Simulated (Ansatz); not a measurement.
# Si3N4: the cost of one run

Program: Ansatz 0.2.0. Level of theory: DFT r2SCAN, scalar-relativistic, plane waves, PAW. These are calculated values, not measurements.

A COD entry behind a cell of this session may itself be a prediction, so a difference from it is no test against experiment.

### Step 1. The starting structure

The structure is cubic, space group Fd-3m (No. 227). Conventional cell: a = 7.446 Å, b = 7.446 Å, c = 7.446 Å, α = 90.00°, β = 90.00°, γ = 90.00°. Si (site symmetry -3m) has 6 N at 1.81 Å in its first shell of neighbours. Si (site symmetry -43m) is surrounded by 4 N at 1.71 Å. N (site symmetry 3m) is surrounded by 4 Si at 1.71 to 1.81 Å.

Structure file:

```cif
data_structure
_symmetry_space_group_name_H-M 'Fd-3m:1'
_symmetry_Int_Tables_number 227
_cell_length_a 7.4462
_cell_length_b 7.4462
_cell_length_c 7.4462
_cell_angle_alpha 90.000
_cell_angle_beta 90.000
_cell_angle_gamma 90.000
_cell_volume 412.86
loop_
_atom_site_label
_atom_site_type_symbol
_atom_site_symmetry_multiplicity
_atom_site_Wyckoff_symbol
_atom_site_fract_x
_atom_site_fract_y
_atom_site_fract_z
_atom_site_occupancy
Si1 Si 16 d 0.12500 0.62500 0.12500 1
Si2 Si 8 a 0.50000 0.00000 0.50000 1
N1 N 32 e 0.38240 0.38240 0.38240 1
```

The structure rests on an entry of the Crystallography Open Database; cell or positions may have been set otherwise for this series.

### Step 2. Relaxing the atoms: Si3N4, no spin

input.yaml

```yaml
crystal:
  lattice:
    - [0.0, 3.7231025, 3.7231025]
    - [3.7231025, 0.0, 3.7231025]
    - [3.7231025, 3.7231025, 0.0]
  atoms:
    - { symbol: Si, position: [0.125, 0.125, 0.125] }
    - { symbol: Si, position: [0.625, 0.125, 0.125] }
    - { symbol: Si, position: [0.125, 0.125, 0.625] }
    - { symbol: Si, position: [0.125, 0.625, 0.125] }
    - { symbol: Si, position: [0.5, 0.5, 0.5] }
    - { symbol: Si, position: [0.75, 0.75, 0.75] }
    - { symbol: "N", position: [0.8824, 0.8824, 0.8824] }
    - { symbol: "N", position: [0.8972, 0.3676, 0.3676] }
    - { symbol: "N", position: [0.8824, 0.8824, 0.3528] }
    - { symbol: "N", position: [0.3676, 0.8972, 0.3676] }
    - { symbol: "N", position: [0.3528, 0.8824, 0.8824] }
    - { symbol: "N", position: [0.3676, 0.3676, 0.3676] }
    - { symbol: "N", position: [0.8824, 0.3528, 0.8824] }
    - { symbol: "N", position: [0.3676, 0.3676, 0.8972] }
scf:
  occupations: { method: fixed }
output:
  forces: true
  stress: true
  eigenvalues: true
  write_density: true
  write_potential: true
  elf: true
  volumetric_format: npy
kpoints:
  mp_grid: { grid: [5, 5, 5] }
hamiltonian:
  xc: r2scan
relax:
  f_tol: 0.003
  max_steps: 60
```

On the command line:

```bash
$ ansatz run input.yaml --threads 8 --pin off --max-ram 32768MiB --backend cpu --events-out ev --progress --plain --runs-dir out
```

**Question.** How long does this run take on 8 threads of Intel Xeon 6975P-C (Granite Rapids), shared host, and how much memory does it need?

About 3.6 s, with a peak of 0.93 GiB.
